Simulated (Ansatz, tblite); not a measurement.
# The cluster Zn₈H₂₂O₈: a ladder of methods and basis sets

The task here is to estimate one member of a computed series from the others.

Computed with Ansatz 0.2.0, Gaussian basis. Level: as each input shows.

Levels to be run: GFN1-xTB, GFN2-xTB, PBE-D4/def2-TZVP, r2SCAN-D4/def2-TZVP, r2SCAN0-D4/def2-TZVP, B3LYP-D4/def2-TZVP, r2SCANh-D4/def2-TZVP, LC-ωPBE(0.10)/def2-SVP, LC-ωPBE(0.15)/def2-SVP, LC-ωPBE(0.20)/def2-SVP, LC-ωPBE(0.30)/def2-SVP, PBE-D4/def2-SVP, PBE0-D4/def2-SVP, HF/STO-3G, MP2/def2-SVP, RPA/def2-SVP.

## The geometry

The geometry is that of the singlet, from an earlier relaxation (PBE-D4/def2-SVP).

38 atoms, charge 0, spin multiplicity 1.

Bond lengths: Zn1–Zn11 2.654 Å, Zn1–H17 1.569 Å, Zn1–H18 1.613 Å, O2–Zn5 2.040 Å, O2–H19 0.993 Å, O2–H20 1.038 Å, O3–Zn4 2.011 Å, O3–Zn11 2.019 Å, O3–H21 0.979 Å, Zn4–O6 2.107 Å, Zn4–O7 2.039 Å, Zn4–H22 1.592 Å, Zn5–O6 2.102 Å, Zn5–O12 2.095 Å, Zn5–H23 1.560 Å, O6–Zn9 2.030 Å, O6–H24 0.978 Å, O7–Zn8 2.169 Å and more. Angles: Zn11–Zn1–H17 110.6°, Zn11–Zn1–H18 101.9°, H17–Zn1–H18 147.6°, Zn5–O2–H19 114.2°, Zn5–O2–H20 129.6°, H19–O2–H20 102.2°, Zn4–O3–Zn11 134.3°, Zn4–O3–H21 108.9°, Zn11–O3–H21 108.6°, O3–Zn4–O6 104.8°, O3–Zn4–O7 90.0°, O3–Zn4–H22 126.2°, O6–Zn4–O7 105.4°, O6–Zn4–H22 104.0°, O7–Zn4–H22 123.9°, O2–Zn5–O6 91.4°, O2–Zn5–O12 102.9°, O2–Zn5–H23 125.3° and more.

PBE0-D4/def2-TZVP was run before; its log isn't repeated, and its numbers join the tables.

Set-up of the first run:

Tight binding, by tblite at 300 K electronic temperature and without a spin-polarisation term:

```python
tblite.interface.Calculator('GFN1-xTB', numbers, positions, charge=0, uhf=0).singlepoint()
```

Tight binding, by tblite at 300 K electronic temperature and without a spin-polarisation term:

```python
tblite.interface.Calculator('GFN2-xTB', numbers, positions, charge=0, uhf=0).singlepoint()
```

start.molden holds the orbitals of an earlier run on this state, given as this run's starting guess.

in.yaml

```yaml
crystal:
  periodic: [false, false, false]
  atoms:
    - {symbol: Zn, position_ang: [1.286691, -3.068224, -2.268861]}
    - {symbol: O, position_ang: [0.171642, -3.266269, 0.939022]}
    - {symbol: O, position_ang: [0.349209, -1.145174, -1.363525]}
    - {symbol: Zn, position_ang: [-1.354961, -1.187139, -0.295839]}
    - {symbol: Zn, position_ang: [0.771952, -1.811718, 2.236999]}
    - {symbol: O, position_ang: [-0.798160, -0.551683, 1.634003]}
    - {symbol: O, position_ang: [-1.998235, 0.492934, -1.254834]}
    - {symbol: Zn, position_ang: [-3.082792, 2.366434, -1.112758]}
    - {symbol: Zn, position_ang: [-0.455532, 1.363182, 2.212882]}
    - {symbol: O, position_ang: [-3.335232, 2.483178, 0.935305]}
    - {symbol: Zn, position_ang: [2.309108, -1.046504, -0.887009]}
    - {symbol: O, position_ang: [2.176603, -0.735984, 1.115236]}
    - {symbol: O, position_ang: [2.763152, 0.861031, -1.454061]}
    - {symbol: Zn, position_ang: [-0.475599, 1.891758, -1.491183]}
    - {symbol: Zn, position_ang: [2.069310, 1.320739, 1.466562]}
    - {symbol: O, position_ang: [0.340710, 2.004980, 0.391892]}
    - {symbol: H, position_ang: [1.244896, -2.724421, -3.799141]}
    - {symbol: H, position_ang: [0.991085, -4.148155, -1.107539]}
    - {symbol: H, position_ang: [-0.788185, -3.217772, 0.689612]}
    - {symbol: H, position_ang: [0.611987, -3.588736, 0.055771]}
    - {symbol: H, position_ang: [0.199563, -0.623339, -2.178470]}
    - {symbol: H, position_ang: [-2.267655, -2.465255, -0.033126]}
    - {symbol: H, position_ang: [1.125375, -2.033727, 3.739750]}
    - {symbol: H, position_ang: [-1.572903, -0.859572, 2.145956]}
    - {symbol: H, position_ang: [-2.352862, 0.173149, -2.108650]}
    - {symbol: H, position_ang: [-4.429380, 2.374627, -1.907940]}
    - {symbol: H, position_ang: [-1.573506, 3.202953, -1.295789]}
    - {symbol: H, position_ang: [-1.719283, 2.146302, 2.780313]}
    - {symbol: H, position_ang: [-4.152647, 2.087563, 1.288442]}
    - {symbol: H, position_ang: [-2.624487, 2.326314, 1.638258]}
    - {symbol: H, position_ang: [3.014650, -2.352129, -1.467931]}
    - {symbol: H, position_ang: [3.031659, -0.999124, 1.512174]}
    - {symbol: H, position_ang: [1.941195, 1.299775, -1.838732]}
    - {symbol: H, position_ang: [3.049845, 1.426084, -0.681374]}
    - {symbol: H, position_ang: [0.636084, 1.634642, -2.607245]}
    - {symbol: H, position_ang: [1.141040, 1.350214, 2.898935]}
    - {symbol: H, position_ang: [3.369256, 2.024072, 0.881990]}
    - {symbol: H, position_ang: [0.421507, 2.975796, 0.490304]}
basis:
  gaussian: {orbitals: def2-TZVP, fitting: {mean_field: def2-universal-jkfit}, initial_orbitals: start.molden}
hamiltonian: {xc: pbe, dispersion: d4}
scf: {omitted_lower_state_checks: [starts]}
output: {forces: true, orbitals: {seedname: orbitals}}
```

Run with:

```
$ ansatz run in.yaml --threads 2 --pin off --events-out ev --progress --plain --max-ram 32768MiB --backend cuda --devices 0, --max-vram 18GiB
```

Among the steps run: PBE-D4/def2-TZVP; r2SCAN-D4/def2-TZVP; r2SCAN0-D4/def2-TZVP; B3LYP-D4/def2-TZVP; r2SCANh-D4/def2-TZVP; LC-ωPBE(0.10)/def2-SVP; LC-ωPBE(0.15)/def2-SVP; LC-ωPBE(0.20)/def2-SVP; LC-ωPBE(0.30)/def2-SVP; PBE-D4/def2-SVP; PBE0-D4/def2-SVP; HF/STO-3G; MP2/def2-SVP; RPA/def2-SVP.

One of the session's tables, all rows but one given; the rest of the session is left out.

It belongs to the step «Binding energy». 

```
               level  binding an atom (eV)
           HF/STO-3G                 1.826
         HF/def2-SVP                 1.920
     PBE-D4/def2-SVP                 2.856
    PBE-D4/def2-TZVP                 2.733
 r2SCAN-D4/def2-TZVP                 2.781
r2SCANh-D4/def2-TZVP                 2.757
  B3LYP-D4/def2-TZVP                 2.691
    PBE0-D4/def2-SVP                     ?
   PBE0-D4/def2-TZVP                 2.691
r2SCAN0-D4/def2-TZVP                 2.722
        MP2/def2-SVP                 2.687
```

**Question.** Estimate the row for PBE0-D4/def2-SVP.

The run gave: binding an atom (eV): 2.791. In the column «binding an atom (eV)» it lies between r2SCAN-D4/def2-TZVP (2.781) and PBE-D4/def2-SVP (2.856).

To keep in mind: Free atoms were run apart at each level; binding is atoms less cluster, divided by the number of atoms, without zero-point or spin-orbit terms.
